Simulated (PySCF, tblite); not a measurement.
**C₄H₈O₃Si: geometry, infrared bands and NMR shifts**

Aim: predict the infrared bands and NMR shifts of C₄H₈O₃Si (`CC(=O)C(=O)C[SiH2]O`).

Programs: tblite 0.8.0 and PySCF 2.14.0, with density-fitted response routines of our own. Each step states its level of theory. These are calculated values for one molecule in the gas phase, unless marked as measured. Atoms count from 0, in the outputs and in this text.

## Step 1: Starting geometry

16 atoms, charge 0, multiplicity 1; geometry from: force field or distance geometry start.

Bonds of the start (Å): C0–C1 1.50, C1–O2 1.22, C1–C3 1.53, C3–O4 1.24, C3–C5 1.50, C5–Si6 1.86, Si6–O7 1.66, C0–H8 1.10, C0–H9 1.10, C0–H10 1.09, C5–H11 1.09, C5–H12 1.10, Si6–H13 1.48, Si6–H14 1.47, O7–H15 0.98.

## Step 2: Optimising the geometry with GFN2-xTB

What the job is given:

```
{"job": {"kind": "relax", "xc": "GFN2-xTB", "basis": "xTB"}, "charge": 0, "multiplicity": 1}
C     -1.652300     1.532800     1.282800
C     -0.871100     0.840500     0.211700
O     -0.462200     1.374100    -0.801500
C     -0.542900    -0.627800     0.463700
O     -0.861100    -1.140200     1.551000
C      0.119600    -1.405600    -0.639100
Si     1.870600    -0.901600    -0.994400
O      1.982400     0.535900    -1.813900
H     -2.616100     1.028900     1.421900
H     -1.854000     2.566700     0.979600
H     -1.101200     1.545900     2.218700
H     -0.506600    -1.330900    -1.529700
H      0.104000    -2.461400    -0.338000
H      2.621800    -0.761800     0.276000
H      2.529900    -1.942300    -1.800000
H      1.231300     1.155900    -1.678200
```

On the command line:

```console
OMP_NUM_THREADS=1 python probes_run.py task.json out
```

One launch serves the whole session: the jobs run in the order shown.

**Question.** This job is followed by: GFN2-xTB harmonic vibrations, gas phase; GIAO PBE0/pcSseg-1 NMR shielding, non-relativistic, gas phase. Predict these results of the whole session: strongest single infrared mode (GFN2-xTB); zero-point energy (GFN2-xTB); ¹³C shifts against TMS (PBE0/pcSseg-1); ¹H shifts against TMS (PBE0/pcSseg-1, means over atoms taken as alike); ¹⁷O shifts against H2O (PBE0/pcSseg-1); ²⁹Si shifts against TMS (PBE0/pcSseg-1).

The runs gave:

| quantity | value |
| --- | --- |
| strongest single infrared mode (GFN2-xTB) | 894 cm⁻¹, 547 km/mol |
| zero-point energy (GFN2-xTB) | 70.5 kcal/mol |
| ¹³C shifts against TMS (PBE0/pcSseg-1) | 217.5, 205.4, 39.0, 27.7 ppm |
| ¹H shifts against TMS (PBE0/pcSseg-1, means over atoms taken as alike) | 5.30, 5.01, 2.64, 2.39 ppm |
| ¹⁷O shifts against H2O (PBE0/pcSseg-1) | 640.5, 611.4, 26.4 ppm |
| ²⁹Si shifts against TMS (PBE0/pcSseg-1) | -22.8 ppm |

**Reading.** Relaxing lowered the energy by 0.292 eV in 77 steps; the close pair that moved most is C5–Si6, from 1.856 to 1.945 Å. All 42 modes are real, so the xTB geometry is a minimum. The strongest single mode, at 894 cm⁻¹, moves mainly H15. Unscaled tight-binding wavenumbers are off by several per cent, some by more. Its intensities can rank the bands wrongly.
